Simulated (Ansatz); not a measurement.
LiMg, space group Pm-3m: an equation of state with a fit, run with Ansatz 0.2.0 through its Python package.

`run_eos.py`:
```python
"""Bulk modulus of LiMg from an E(V) curve."""

import ansatz as az
import numpy as np
from scipy.optimize import curve_fit

VECTORS = np.array([
    [3.415326, 0.0, 0.0],
    [0.0, 3.415326, 0.0],
    [0.0, 0.0, 3.415326],
])
SITES = [
    ("Li", (0.0, 0.0, 0.0)),
    ("Mg", (0.5, 0.5, 0.5)),
]


def on_lattice(cell):
    crystal = az.Crystal(lattice=az.Lattice.of(cell))
    for symbol, position in SITES:
        crystal = crystal.atom(symbol, position)
    return crystal

def vinet(v, e0, v0, b0, b1):
    eta = (v / v0) ** (1 / 3)
    return e0 + 2 * b0 * v0 / (b1 - 1) ** 2 * (2 - (5 + 3 * b1 * (eta - 1) - 3 * eta) * np.exp(-1.5 * (b1 - 1) * (eta - 1)))


def main() -> None:
    # uniform scaling of the cell
    volumes, energies, pressures = [], [], []
    for scale in np.linspace(0.9, 1.1, 9):
        cell = VECTORS * scale ** (1 / 3)
        setup = (
            on_lattice(cell).calculation()
            .functional(az.Functional.R2SCAN)
            .occupations("Fermi-Dirac", width=0.15)
            .basis(600)
            .kpoints(7, 7, 7)
            .stress()
        )
        report = setup.run(threads=1, backend="cpu").report
        volumes.append(abs(np.linalg.det(cell)) / len(SITES))
        energies.append(report["free_energy_ev"] / len(SITES))
        pressures.append(np.trace(report["stress_gpa"]) / 3)
        print(f"V = {volumes[-1]:8.4f} A^3/atom  F = {energies[-1]:.5f} eV/atom  P = {pressures[-1]:8.3f} GPa")

    guess = (min(energies), volumes[int(np.argmin(energies))], 0.5, 4.5)
    (e0, v0, b0, b1), _ = curve_fit(vinet, np.array(volumes), np.array(energies), p0=guess, maxfev=20000)
    print(f"Vinet fit: V0 = {v0:.4f} A^3/atom, B0 = {160.21766 * b0:.1f} GPa, B1 = {b1:.2f}")
    print("largest residual", round(1000 * float(np.abs(vinet(np.array(volumes), e0, v0, b0, b1) - energies).max()), 3), "meV/atom")


if __name__ == "__main__":
    main()
```

Its results, one of them left out:

| V (Å³/atom) | F less the lowest row shown (meV/atom) |
| --- | --- |
| 17.927 | ? |
| 18.425 | 13.89 |
| 18.923 | 6.61 |
| 19.421 | 2.09 |
| 19.919 | 0.00 |
| 20.417 | 0.08 |
| 20.915 | 2.08 |
| 21.413 | 5.81 |
| 21.911 | 11.05 |

What is the missing energy at 17.927 Å³ an atom?

A third-order Birch-Murnaghan fit, E = E0 + (9 V0 B0 / 16) [(t - 1)³ B' + (t - 1)² (6 - 4t)] with t = (V0/V)^(2/3), through the 8 rows shown gives V0 = 20.146 Å³, B0 = 26.7 GPa, B' = 3.76 and E0 = -0.22 meV. At V = 17.927 Å³, t = 1.08091, and the fit extrapolates to 24.26 meV. The run gave 24.25 meV, a miss of 0.01 meV.

The mesh is modest for a metal, so energies can be off by several to tens of meV an atom and pressures by half a GPa or more; differences at equal mesh fare better. Pressure is positive in compression. This cell is a computed structure, which may not be the phase found in nature. Run time: 22 s on 1 thread of Arm Neoverse V1 (shared host), peak memory 0.51 GiB.
